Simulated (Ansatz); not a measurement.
# C2H3BOS: the cost of one run

Program: Ansatz 0.2.0, Gaussian basis. Level of theory: the settings change from run to run. These are calculated values, not measurements.

## Step 1: The molecule

The structure was relaxed beforehand with PBE0-D4 in a triple-zeta def2 set.

SMILES `BC(=O)C=S`, 8 atoms, charge 0, spin multiplicity 1.

Atoms are counted from 1 here; the program's logs count them from 0.

Bond lengths: B1–C2 1.534 Å, B1–H6 1.192 Å, B1–H7 1.193 Å, C2–O3 1.240 Å, C2–C4 1.449 Å, C4–S5 1.607 Å, C4–H8 1.093 Å. Angles: C2–B1–H6 117.2°, C2–B1–H7 118.0°, H6–B1–H7 124.3°, B1–C2–O3 75.7°, B1–C2–C4 155.6°, O3–C2–C4 128.7°, C2–C4–S5 120.9°, C2–C4–H8 115.5°, S5–C4–H8 123.2°.

## Step 2: B2GP-PLYP/def2-TZVPP

Options: multiplicity 3, the search for lower states set to light.

in.yaml reads:

```yaml
crystal:
  periodic: [false, false, false]
  atoms:
    - {symbol: B, position_ang: [0.577566, 1.137071, 0.650393]}
    - {symbol: C, position_ang: [-0.099633, -0.128193, 0.107508]}
    - {symbol: O, position_ang: [0.021939, -0.342011, 1.322542]}
    - {symbol: C, position_ang: [-0.645365, -0.996541, -0.915927]}
    - {symbol: S, position_ang: [0.093053, -2.366097, -1.317234]}
    - {symbol: H, position_ang: [1.767363, 1.180402, 0.603454]}
    - {symbol: H, position_ang: [-0.117613, 2.057414, 0.953663]}
    - {symbol: H, position_ang: [-1.505208, -0.598944, -1.460199]}
basis:
  gaussian: {orbitals: def2-TZVPP}
magnetization: {spin_polarized: true, initial_magnetization: 2}
hamiltonian: {xc: {name: B2GP-PLYP}}
scf: {lower_state_search: light}
output: {forces: true}
```

The run is started by

```console
$ ansatz run in.yaml --threads 2 --pin off --events-out ev --progress --plain --max-ram 4352MiB
```

Q: Estimate wall time and peak memory on 2 threads of AMD EPYC 7B13, shared host.

About 28 s, with a peak of 1 GiB.
